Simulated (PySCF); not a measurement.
# C3H3BrF2 (gauche-3-Bromo-3,3-Difluoropropene): the cost of one run

Programs: PySCF 2.14.0, with routines of our own; each step states its level. All values are computed. Atoms count from 0.

## 1. The system as given

9 atoms, charge 0, multiplicity 1; geometry from: GFN2-xTB.

## 2. Relaxing the molecule at PBE0-D3(BJ)/def2-SVP

The job: settings as JSON, then the geometry in Å.

```
{"job": {"xc": "PBE0", "basis": "def2-SVP", "d3": "d3bj", "grid": 1, "maxiter": 30, "shake": 0.01, "kind": "geom"}, "charge": 0, "multiplicity": 1}
C     -1.376810    -0.011120    -0.337240
C     -0.309080     0.461580     0.241610
C      0.963310    -0.281680     0.229530
F      1.628660    -0.256030     1.427360
F      0.865040    -1.570740    -0.124370
Br     2.241710     0.569560    -1.062570
H     -1.409630    -0.938140    -0.848120
H     -2.295160     0.587060    -0.331870
H     -0.250220     1.422360     0.771930
```

Run with:

```sh
$ OMP_NUM_THREADS=1 python heavy_run.py task.json out
```

This one command runs all jobs of the session in turn.

**Question.** How long does this first job take on 1 thread of Intel Xeon Platinum 8259CL at 2.50GHz, shared host, and how much memory does it need?

About 72 s, with a peak of 0.5 GiB.
